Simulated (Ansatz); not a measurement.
Predict the output of the script below (the Python package of Ansatz (0.2.0)).

Script `run_freq.py`:
```python
import itertools

import ansatz as az
from ase.data import atomic_numbers, covalent_radii
import numpy as np

GEOMETRY = """
F    -0.35410   -1.97600    1.18430
Si    0.71270   -1.34800    0.18660
O     0.54560    0.29500    0.15730
Si   -0.54760    1.37900   -0.16320
F    -1.13600    1.10620   -1.67140
F    -0.02080    2.86520   -0.06200
H     2.08350   -1.72910    0.69320
H     0.54650   -1.87700   -1.17950
H    -1.74140    1.23820    0.83760
"""

f3h3osi2 = az.Crystal.molecule()
for line in GEOMETRY.strip().splitlines():
    symbol, *xyz = line.split()
    f3h3osi2 = f3h3osi2.atom(symbol, [float(v) for v in xyz])

job = f3h3osi2.calculation().basis(gaussian="6-31G*").functional("hf")
symbols = [site.symbol for site in f3h3osi2.cartesian_sites]
start = np.array([site.position_ang for site in f3h3osi2.cartesian_sites], dtype=float)
def progress(event):
    if event["event"] == "relax_step":
        row = event["data"]
        print(f"step {row['step']:3d}  E = {row['lagrangian_ev']:.6f} eV  largest force component {row['allowed_force_max_ev_ang']:.4f} eV/A")


data = job.relax(force_tolerance=0.003, max_steps=100).session().plan().execute(on_event=progress).report
end = np.array(data["positions_ang"])

radius = [covalent_radii[atomic_numbers[s]] for s in symbols]
span = lambda where, i, j: np.linalg.norm(where[i] - where[j])
bonded = [(i, j) for i, j in itertools.combinations(range(len(symbols)), 2) if min(span(start, i, j), span(end, i, j)) < 1.2 * (radius[i] + radius[j])]
print("pair        before    after (A)")
for i, j in bonded:
    print(f"{symbols[i]}{i}-{symbols[j]}{j}".ljust(10), f"{span(start, i, j):8.4f} {span(end, i, j):8.4f}")

minimum = az.Crystal.molecule()
for symbol, place in zip(symbols, end):
    minimum = minimum.atom(symbol, place.tolist())
vibrating = (
    minimum.calculation()
    .basis(gaussian="6-31G*")
    .functional("hf")
    .phonons(temperatures=(298.15, 498.15, 100))
)
vib = vibrating.run(threads=1, backend="cpu").report["vibrations"]
sums = vib["harmonic_sums"]
modes = [m["omega_inv_cm"] for m in sums["modes_at_gamma"] if m["rigid_motion"] == "no"]
print("frequencies (1/cm):", " ".join(f"{w:.0f}" for w in modes))
print("imaginary modes:", sum(w < 0 for w in modes), " zero-point energy:", round(sums["zero_point_energy_ev"], 4), "eV")
print("T (K)   F_vib (eV)   S_vib (meV/K)   C_vib (meV/K)")
for row in zip(sums["temperatures_k"], sums["vibrational_free_energy_ev"], vib["entropy_ev_per_k"], vib["heat_capacity_ev_per_k"]):
    print(f"{row[0]:6.1f} {row[1]:11.4f} {1000 * row[2]:13.4f} {1000 * row[3]:15.4f}")
```

Running `python run_freq.py` prints:
```text
step   1  E = -25933.865437 eV  largest force component 3.9026 eV/A
step   2  E = -25934.156567 eV  largest force component 1.2472 eV/A
step   3  E = -25934.230800 eV  largest force component 0.6660 eV/A
step   4  E = -25934.253582 eV  largest force component 0.1226 eV/A
step   5  E = -25934.257120 eV  largest force component 0.0311 eV/A
step   6  E = -25934.257754 eV  largest force component 0.0127 eV/A
step   7  E = -25934.213443 eV  largest force component 0.8144 eV/A
step   8  E = -25934.258050 eV  largest force component 0.0032 eV/A
step   9  E = -25934.258335 eV  largest force component 0.0888 eV/A
step  10  E = -25934.258647 eV  largest force component 0.0253 eV/A
step  11  E = -25934.258832 eV  largest force component 0.0346 eV/A
step  12  E = -25934.258561 eV  largest force component 0.1072 eV/A
step  13  E = -25934.259114 eV  largest force component 0.0300 eV/A
step  14  E = -25934.259125 eV  largest force component 0.0612 eV/A
step  15  E = -25934.259300 eV  largest force component 0.0383 eV/A
step  16  E = -25934.259387 eV  largest force component 0.0115 eV/A
step  17  E = -25934.259446 eV  largest force component 0.0053 eV/A
step  18  E = -25934.259471 eV  largest force component 0.0230 eV/A
step  19  E = -25934.259517 eV  largest force component 0.0057 eV/A
step  20  E = -25934.259526 eV  largest force component 0.0059 eV/A
step  21  E = -25934.259543 eV  largest force component 0.0070 eV/A
step  22  E = -25934.259578 eV  largest force component 0.0114 eV/A
step  23  E = -25934.259591 eV  largest force component 0.0261 eV/A
step  24  E = -25934.259608 eV  largest force component 0.0141 eV/A
step  25  E = -25934.259632 eV  largest force component 0.0074 eV/A
step  26  E = -25934.259647 eV  largest force component 0.0047 eV/A
step  27  E = -25934.259662 eV  largest force component 0.0039 eV/A
step  28  E = -25934.259694 eV  largest force component 0.0160 eV/A
step  29  E = -25934.259710 eV  largest force component 0.0192 eV/A
step  30  E = -25934.259724 eV  largest force component 0.0139 eV/A
step  31  E = -25934.259725 eV  largest force component 0.0055 eV/A
step  32  E = -25934.259728 eV  largest force component 0.0036 eV/A
step  33  E = -25934.259728 eV  largest force component 0.0035 eV/A
step  34  E = -25934.259730 eV  largest force component 0.0012 eV/A
pair        before    after (A)
F0-Si1       1.5899   1.5860
Si1-O2       1.6517   1.6252
Si1-H6       1.5103   1.4618
Si1-H7       1.4743   1.4628
O2-Si3       1.5725   1.6023
Si3-F4       1.6417   1.5762
Si3-F5       1.5800   1.5753
Si3-H8       1.5642   1.4510
frequencies (1/cm): 18 30 49 244 322 379 453 625 779 819 921 933 952 988 1059 1075 1085 1242 2465 2471 2539
imaginary modes: 0  zero-point energy: 1.2058 eV
T (K)   F_vib (eV)   S_vib (meV/K)   C_vib (meV/K)
 298.1      1.0240        1.0369          0.7524
 398.1      0.9078        1.2832          0.9532
 498.1      0.7678        1.5144          1.1091
```

Reading the output:
- Total energies depend on the basis set; only differences at equal settings carry meaning.
- The frequencies are harmonic and unscaled, in a modest basis.
- Run time: 3.5 min on 1 thread of Arm Neoverse V1, with other jobs on the host, peak memory 0.29 GiB.
